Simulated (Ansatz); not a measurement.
# SiH₄O₄ + H₂: a complex and its separated parts

The complex below is one end of an elementary step. How strongly is it bound against its free parts?

Program: Ansatz 0.2.0, Gaussian basis. Level of theory: PBE0-D4/def2-TZVP structures, single points in def2-TZVPP, no counterpoise correction. These are calculated values, not measurements.

Levels: SPW92, PBE-D4, BLYP-D4, r2SCAN-D4, B97M-V, PBE0-D4, B3LYP-D4, r2SCAN0-D4, BHLYP-D4, CAM-B3LYP-D4, wB97X-V, wB97M-V, B2PLYP, PBE-QIDH, RPA on PBE, Hartree-Fock, MP2, CCSD, CCSD(T).

Cores are frozen in the correlated methods. B3LYP uses VWN-RPA correlation. B2PLYP carries no dispersion term here.

94 further runs of the same task are left out: 94 set aside as unsound or not needed.

## Step 1: Starting geometry

The complex: 11 atoms, charge 0, spin multiplicity 1.

Atoms are counted from 1 here; the program's logs count them from 0.

Bond lengths: Si1–O2 1.633 Å, Si1–O3 1.630 Å, Si1–O4 1.630 Å, Si1–O5 1.630 Å, O2–H8 0.958 Å, O3–H9 0.958 Å, O4–H10 0.958 Å, O5–H11 0.958 Å, H6–H7 0.748 Å. Angles: O2–Si1–O3 115.6°, O2–Si1–O4 106.4°, O2–Si1–O5 106.3°, O3–Si1–O4 106.4°, O3–Si1–O5 106.6°, O4–Si1–O5 115.8°, Si1–O2–H8 116.5°, Si1–O3–H9 116.6°, Si1–O4–H10 116.7°, Si1–O5–H11 116.7°.

Geometry (Å):

```
Si   -0.6049   -0.1209    0.2222
O     0.6155    0.2838    1.2287
O    -0.2510   -1.2548   -0.8943
O    -1.7848   -0.7470    1.1573
O    -0.9910    1.2351   -0.5963
H     2.5223    0.5400   -0.6881
H     2.8674    0.5608   -1.3510
H     0.7723   -0.3042    1.9690
H     0.2502   -0.9632   -1.6573
H    -2.4420   -1.2876    0.7170
H    -0.9540    2.0583   -0.1075
```

Its parts: SiH₄O₄ holds atoms 1, 2, 3, 4, 5, 8, 9, 10, 11; H₂ holds atoms 6, 7. Each part counts its atoms afresh in its own runs.

## Step 2: Relaxing SiH₄O₄ alone

The input, relax-a/in.yaml:

```yaml
crystal:
  periodic: [false, false, false]
  atoms:
    - {symbol: Si, position_ang: [-0.604902, -0.120926, 0.222220]}
    - {symbol: O, position_ang: [0.615498, 0.283773, 1.228739]}
    - {symbol: O, position_ang: [-0.251007, -1.254789, -0.894254]}
    - {symbol: O, position_ang: [-1.784763, -0.747030, 1.157281]}
    - {symbol: O, position_ang: [-0.990994, 1.235060, -0.596256]}
    - {symbol: H, position_ang: [0.772322, -0.304236, 1.968974]}
    - {symbol: H, position_ang: [0.250206, -0.963202, -1.657261]}
    - {symbol: H, position_ang: [-2.441991, -1.287557, 0.717021]}
    - {symbol: H, position_ang: [-0.954002, 2.058280, -0.107513]}
basis:
  gaussian: {orbitals: def2-TZVP}
hamiltonian: {xc: pbe0, dispersion: d4}
relax: {f_tol: 0.005, max_steps: 200}
```

Started as:

```bash
$ ansatz run in.yaml --threads 8 --pin off --events-out ev --progress --plain --max-ram 19148MiB
```

After this run come: Relaxing H₂ alone; SPW92/def2-TZVPP; PBE-D4/def2-TZVPP; BLYP-D4/def2-TZVPP; r2SCAN-D4/def2-TZVPP; B97M-V/def2-TZVPP; PBE0-D4/def2-TZVPP; B3LYP-D4/def2-TZVPP; r2SCAN0-D4/def2-TZVPP; BHLYP-D4/def2-TZVPP; CAM-B3LYP-D4/def2-TZVPP; wB97X-V/def2-TZVPP; wB97M-V/def2-TZVPP; B2PLYP/def2-TZVPP; PBE-QIDH/def2-TZVPP; RPA on PBE/def2-TZVPP; CCSD(T)/def2-TZVPP; Vibrations of SiH₄O₄; Vibrations of H₂.

**Question.** What will these runs give? Wanted: complex less parts, CCSD(T)/def2-TZVPP; with zero-point energy; largest T1 diagnostic.

As calculated:

```
                              quantity        value
complex less parts, CCSD(T)/def2-TZVPP  -3.0 kJ/mol
                with zero-point energy  +1.4 kJ/mol
                 largest T1 diagnostic        0.011
```

**Reading.** At CCSD(T) the complex lies 3.0 kJ/mol below its parts. Among the functionals r2SCAN-D4 lands nearest to CCSD(T) (-0.3 kJ/mol) and SPW92 farthest (-4.3 kJ/mol). Mean unsigned error by rung: LDA 4.3, GGA 1.2, meta-GGA 0.6, hybrid 0.9, range-separated hybrid 0.9, double hybrid 1.0 kJ/mol. PBE-D4 gives a relative energy 1.9 kJ/mol too low, an error of 64 % of the reference. No counterpoise was applied, and triple zeta lacks some correlation, so the CCSD(T) reference has a basis error of its own, and close matches with it are partly luck.
